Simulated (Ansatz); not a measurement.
# ZrSnTe4: the cost of one run

Method: DFT PBE, scalar-relativistic, plane waves, PAW, in Ansatz 0.2.0.

### Step 1. Starting point

It takes space group F-43m (No. 216, cubic). Conventional cell: a = 9.230 Å, b = 9.230 Å, c = 9.230 Å, α = 90.00°, β = 90.00°, γ = 90.00°. Zr (site symmetry -43m) is surrounded by 12 Te at 3.83 Å and 4 Sn at 4.00 Å. Around Sn (site symmetry -43m) lie 12 Te at 3.83 Å and 4 Zr at 4.00 Å. Around Te (site symmetry 3m) lie 6 Te at 3.26 to 3.27 Å and 3 Zr at 3.83 Å and 3 Sn at 3.83 Å.

Structure file:

```xyz
6
Lattice="0.0000 4.6150 4.6150 4.6150 0.0000 4.6150 4.6150 4.6150 0.0000" Properties=species:S:1:pos:R:3 pbc="T T T"
Zr    0.0000    0.0000    0.0000
Sn    2.3075    2.3075    2.3075
Te    3.4596    5.7704    3.4596
Te    5.7704    3.4596    3.4596
Te    5.7704    5.7704    5.7704
Te    3.4596    3.4596    5.7704
```

A structure generator made this guess: species swapped into a database cell of HfZrFe4 (F-43m, No. 216), with Sn on the Zr sites, Zr on the Hf sites and Te on the Fe sites. Lengths come from tabulated atomic sizes and are only a guess.

### Step 2. A first look at the guess

input.yaml reads:

```yaml
crystal:
  lattice:
    - [0.0, 4.61499281, 4.61499281]
    - [4.61499281, 0.0, 4.61499281]
    - [4.61499281, 4.61499281, 0.0]
  atoms:
    - { symbol: Zr, position: [0.0, 0.0, 0.0] }
    - { symbol: Sn, position: [0.25, 0.25, 0.25] }
    - { symbol: Te, position: [0.62517806, 0.12446583, 0.62517806] }
    - { symbol: Te, position: [0.12446583, 0.62517806, 0.62517806] }
    - { symbol: Te, position: [0.62517806, 0.62517806, 0.62517806] }
    - { symbol: Te, position: [0.62517806, 0.62517806, 0.12446583] }
basis:
  ecutwfc: 420
kpoints:
  mp_grid: { grid: [4, 4, 4] }
hamiltonian:
  xc: pbe
scf:
  occupations: { method: gaussian, width: 0.1 }
  lower_state_search: "off"
output:
  forces: true
  stress: true
  eigenvalues: true
```

Run with:

```console
$ ansatz run input.yaml --threads 1 --pin off --max-ram 2560MiB --backend cpu --events-out ev --progress --plain --runs-dir out
```

**Question.** How long does this run take on 1 thread of Intel Xeon at 2.50GHz (Skylake/Cascade Lake), shared host, and how much memory does it need?

About 11 s, with a peak of 0.46 GiB.
